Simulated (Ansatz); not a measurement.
# Nb: the cost of one run

Program: Ansatz 0.2.0. Level of theory: DFT PBE, scalar-relativistic, plane waves, PAW. These are calculated values, not measurements.

The COD entry's cell or inner coordinates are ideal or old and differ from later refinements, so a difference from it is no clean test against experiment.

1 further run of the same task is left out (set aside as unsound or not needed).

### Step 1. The starting structure

The structure is cubic, space group Im-3m (No. 229). Conventional cell: a = 3.311 Å, b = 3.311 Å, c = 3.311 Å, α = 90.00°, β = 90.00°, γ = 90.00°. Nb (site symmetry m-3m) has 8 Nb at 2.87 Å as nearest neighbours.

Coordinates:

```
Nb
1.0
    -1.65556    1.65556    1.65556
     1.65556   -1.65556    1.65556
     1.65556    1.65556   -1.65556
Nb
1
Direct
  0.00000 0.00000 0.00000
```

It is the result of an earlier relaxation at this level (volume 18.15 Å³/atom; gap on the mesh: none (metal)).

The bulk reference comes from a run made before at the same settings: -4552.2837 eV/atom.

### Step 2. The (111) slab

Planes are indexed in the bulk's conventional cell (Im-3m (No. 229)), a = 3.311 Å, b = 3.311 Å, c = 3.311 Å, α = 90.00°, β = 90.00°, γ = 90.00°.

The slab is a (111) slab, 12.4 Å thick as cut, with 15 Å of vacuum; its outer planes are Nb (top) and Nb (bottom).

The slab as cut. Its planes from the bottom up:

| plane | atoms per cell | height over the lowest (Å) |
| --- | --- | --- |
| 1 | Nb | 0.00 |
| 2 | Nb | 0.96 |
| 3 | Nb | 1.91 |
| 4 | Nb | 2.87 |
| 5 | Nb | 3.82 |
| 6 | Nb | 4.78 |
| 7 | Nb | 5.74 |
| 8 | Nb | 6.69 |
| 9 | Nb | 7.65 |
| 10 | Nb | 8.60 |
| 11 | Nb | 9.56 |
| 12 | Nb | 10.51 |
| 13 | Nb | 11.47 |
| 14 | Nb | 12.43 |

### Step 3. The slab as cut, atoms at the bulk's places

A dipole layer in the vacuum cancels the field that periodic copies would set up if the slab's two faces differ.

input.yaml reads:

```yaml
crystal:
  lattice:
    - [4.6826251553, 0.0, 0.0]
    - [-2.3413125777, 4.0552723409, 0.0]
    - [0.0, 0.0, 27.4258791445]
  atoms:
    - { symbol: Nb, position: [0.6666666667, 0.3333333333, 0.2734643422] }
    - { symbol: Nb, position: [0.3333333333, 0.6666666667, 0.3083159819] }
    - { symbol: Nb, position: [0.0, 0.0, 0.3431676215] }
    - { symbol: Nb, position: [0.6666666667, 0.3333333333, 0.3780192612] }
    - { symbol: Nb, position: [0.3333333333, 0.6666666667, 0.4128709009] }
    - { symbol: Nb, position: [0.0, 0.0, 0.4477225405] }
    - { symbol: Nb, position: [0.6666666667, 0.3333333333, 0.4825741802] }
    - { symbol: Nb, position: [0.3333333333, 0.6666666667, 0.5174258198] }
    - { symbol: Nb, position: [0.0, 0.0, 0.5522774595] }
    - { symbol: Nb, position: [0.6666666667, 0.3333333333, 0.5871290991] }
    - { symbol: Nb, position: [0.3333333333, 0.6666666667, 0.6219807388] }
    - { symbol: Nb, position: [0.0, 0.0, 0.6568323785] }
    - { symbol: Nb, position: [0.6666666667, 0.3333333333, 0.6916840181] }
    - { symbol: Nb, position: [0.3333333333, 0.6666666667, 0.7265356578] }
basis:
  ecutwfc: 420
kpoints:
  mp_grid: { grid: [9, 9, 1] }
hamiltonian:
  xc: pbe
scf:
  occupations: { method: gaussian, width: 0.1 }
output:
  forces: true
  stress: true
  eigenvalues: true
  write_density: true
  write_potential: true
  elf: true
  volumetric_format: npy
efield:
  axis: 3
  dipole_correction: true
```

The run is started by

```console
$ ansatz run input.yaml --threads 2 --pin off --max-ram 5120MiB --backend cpu --events-out ev --progress --plain --runs-dir out
```

What time and memory should one allow on 2 threads of Arm Neoverse N1, shared host?

About 1.9 min, with a peak of 1.1 GiB.
